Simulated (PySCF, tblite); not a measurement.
# C₄H₁₁NOSi₂: geometry, infrared bands and NMR shifts

What infrared bands and NMR shifts should C₄H₁₁NOSi₂ (`C[SiH2]O[Si@@H](C)CC#N`) show?

Computed with tblite 0.8.0 and PySCF 2.14.0, with density-fitted response routines of our own, on a single molecule in the gas phase. Atoms count from 0, in the outputs and in this text.

### Step 1. The starting structure

19 atoms, charge 0, multiplicity 1; geometry from: force field or distance geometry start.

Bonds of the start (Å): C0–Si1 1.86, Si1–O2 1.64, O2–Si3 1.67, Si3–C4 1.85, Si3–C5 1.88, C5–C6 1.46, C6–N7 1.16, C0–H8 1.09, C0–H9 1.08, C0–H10 1.10, Si1–H11 1.47, Si1–H12 1.49, Si3–H13 1.49, C4–H14 1.10, C4–H15 1.10, C4–H16 1.10, C5–H17 1.09, C5–H18 1.10.

### Step 2. Relaxing the molecule with GFN2-xTB

What the job is given:

```
{"job": {"kind": "relax", "xc": "GFN2-xTB", "basis": "xTB"}, "charge": 0, "multiplicity": 1}
C      3.253900     0.051000     0.486400
Si     2.043600    -0.817500    -0.621300
O      0.630800    -0.004400    -0.820200
Si    -0.763000     0.384800     0.016600
C     -1.696000     1.758800    -0.793000
C     -1.868600    -1.118900     0.262200
C     -3.046700    -0.805100     1.066200
N     -3.984100    -0.564600     1.706800
H      3.512000     1.033300     0.084400
H      4.167400    -0.519500     0.601200
H      2.825200     0.203500     1.485900
H      2.653600    -1.048100    -1.942300
H      1.715100    -2.150400    -0.031500
H     -0.315900     0.853800     1.356100
H     -2.057700     1.463400    -1.785500
H     -2.562900     2.065900    -0.191800
H     -1.052000     2.640300    -0.928600
H     -2.174200    -1.504600    -0.714600
H     -1.290200    -1.912200     0.755700
```

The run is started by

```
$ OMP_NUM_THREADS=1 python probes_run.py task.json out
```

This one command runs all jobs of the session in turn.

**Question.** This job is followed by: GFN2-xTB harmonic vibrations, gas phase; GIAO PBE0/pcSseg-1 NMR shielding, non-relativistic, gas phase. Predict these results of the whole session: strongest single infrared mode (GFN2-xTB); zero-point energy (GFN2-xTB); ¹³C shifts against TMS (PBE0/pcSseg-1); ¹H shifts against TMS (PBE0/pcSseg-1, means over atoms taken as alike); ²⁹Si shifts against TMS (PBE0/pcSseg-1); ¹⁷O shifts against H2O (PBE0/pcSseg-1); ¹⁵N shifts against NH3 (PBE0/pcSseg-1).

**Answer**, as computed:

```
                                                              quantity                                         value
                             strongest single infrared mode (GFN2-xTB)                         1076 cm⁻¹, 874 km/mol
                                          zero-point energy (GFN2-xTB)                                 86.5 kcal/mol
                                ¹³C shifts against TMS (PBE0/pcSseg-1)                    121.4, 4.7, -0.1, -0.8 ppm
¹H shifts against TMS (PBE0/pcSseg-1, means over atoms taken as alike)  5.28, 5.23, 5.17, 1.86, 1.67, 0.48, 0.34 ppm
                               ²⁹Si shifts against TMS (PBE0/pcSseg-1)                              -11.0, -20.5 ppm
                                ¹⁷O shifts against H2O (PBE0/pcSseg-1)                                      45.0 ppm
                                ¹⁵N shifts against NH3 (PBE0/pcSseg-1)                                     295.4 ppm
```

Relaxing lowered the energy by 0.283 eV in 169 steps; the close pair that moved most is O2–Si3, from 1.672 to 1.620 Å. The lowest mode is slightly imaginary (5i cm⁻¹), a soft motion within the noise of the Hessian, so the minimum is not strictly shown. The strongest single mode, at 1076 cm⁻¹, moves mainly O2. GFN2-xTB is a fitted tight-binding method: band positions and strengths are rough. Its intensities can rank the bands wrongly. C6 (nitrile carbon) lies farthest downfield among carbon, at 121.4 ppm; C≡N carbons fall here, among the sp2 signals but without a proton. At PBE0/pcSseg-1: The widest tensor belongs to N7: span 510 ppm, with a paramagnetic part of -367 ppm.
